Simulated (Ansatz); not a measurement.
**GaH₆NO₃: how energies converge with the basis set**

The task here is to estimate one member of a computed series from the others.

Method: one geometry, several basis sets; program: Ansatz 0.2.0, Gaussian basis.

Levels to be run: PBE0-D4/def2-SVP; ωB97M-V/def2-SVP; PBE0-D4/def2-QZVPP; ωB97M-V/def2-QZVPP; the functionals' def2-TZVPP values are taken from earlier runs.

## The geometry

The geometry comes from an earlier relaxation with PBE0-D4 in a triple-zeta def2 set; it is a stationary point, not always the lowest conformer.

SMILES `[NH3+][Ga-]([OH])([OH])[OH]`, 11 atoms, charge 0, spin multiplicity 1.

Atoms are counted from 1 here; the program's logs count them from 0.

Bond lengths: N1–Ga2 2.084 Å, N1–H6 1.014 Å, N1–H7 1.014 Å, N1–H8 1.014 Å, Ga2–O3 1.810 Å, Ga2–O4 1.810 Å, Ga2–O5 1.810 Å, O3–H9 0.958 Å, O4–H10 0.958 Å, O5–H11 0.958 Å. Angles: Ga2–N1–H6 109.6°, Ga2–N1–H7 109.6°, Ga2–N1–H8 109.7°, H6–N1–H7 109.3°, H6–N1–H8 109.3°, H7–N1–H8 109.3°, N1–Ga2–O3 98.8°, N1–Ga2–O4 98.9°, N1–Ga2–O5 98.8°, O3–Ga2–O4 117.7°, O3–Ga2–O5 117.7°, O4–Ga2–O5 117.7°, Ga2–O3–H9 112.6°, Ga2–O4–H10 112.6°, Ga2–O5–H11 112.6°.

As a file:

```xyz
11

N    -1.24882    0.55876    0.65977
Ga    0.46605   -0.21189   -0.23979
O     1.64999    0.12067    1.08847
O     0.51957    0.85591   -1.70039
O    -0.08563   -1.92084   -0.46728
H    -1.01561    0.93449    1.57221
H    -1.93709   -0.17818    0.76641
H    -1.63483    1.29700    0.08173
H     2.08200   -0.67414    1.40498
H     1.33414    1.35740   -1.76053
H    -0.06448   -2.19627   -1.38499
```

The first run:

File in.yaml:

```yaml
crystal:
  periodic: [false, false, false]
  atoms:
    - {symbol: N, position_ang: [-1.248824, 0.558758, 0.659772]}
    - {symbol: Ga, position_ang: [0.466053, -0.211888, -0.239793]}
    - {symbol: O, position_ang: [1.649989, 0.120669, 1.088474]}
    - {symbol: O, position_ang: [0.519570, 0.855909, -1.700392]}
    - {symbol: O, position_ang: [-0.085625, -1.920845, -0.467278]}
    - {symbol: H, position_ang: [-1.015612, 0.934486, 1.572215]}
    - {symbol: H, position_ang: [-1.937092, -0.178179, 0.766411]}
    - {symbol: H, position_ang: [-1.634831, 1.296996, 0.081729]}
    - {symbol: H, position_ang: [2.082003, -0.674136, 1.404983]}
    - {symbol: H, position_ang: [1.334144, 1.357398, -1.760527]}
    - {symbol: H, position_ang: [-0.064476, -2.196268, -1.384995]}
basis:
  gaussian: {orbitals: def2-SVP}
hamiltonian: {xc: pbe0, dispersion: d4}
output: {orbitals: {seedname: orbitals}}
```

Launch:

```bash
> ansatz run in.yaml --threads 4 --pin off --events-out ev --progress --plain --max-ram 10444MiB
```

Among the steps run: PBE0-D4 in def2-SVP; ωB97M-V in def2-SVP; PBE0-D4 in def2-QZVPP; ωB97M-V in def2-QZVPP.

One table of the session follows, with a row left open; its other results are not shown here.

| functional | basis | HOMO (eV) | LUMO (eV) |
| --- | --- | --- | --- |
| PBE0-D4 | def2-SVP | ? | ? |
| PBE0-D4 | def2-TZVPP | -7.86 | -0.09 |
| PBE0-D4 | def2-QZVPP | -7.96 | -0.35 |
| ωB97M-V | def2-SVP | -9.96 | 2.10 |
| ωB97M-V | def2-TZVPP | -10.36 | 1.37 |
| ωB97M-V | def2-QZVPP | -10.47 | 0.99 |

**Question.** Estimate the row for PBE0-D4, def2-SVP.

The run gave: HOMO (eV): -7.49; LUMO (eV): 0.47. In the column «HOMO (eV)» it is the highest.
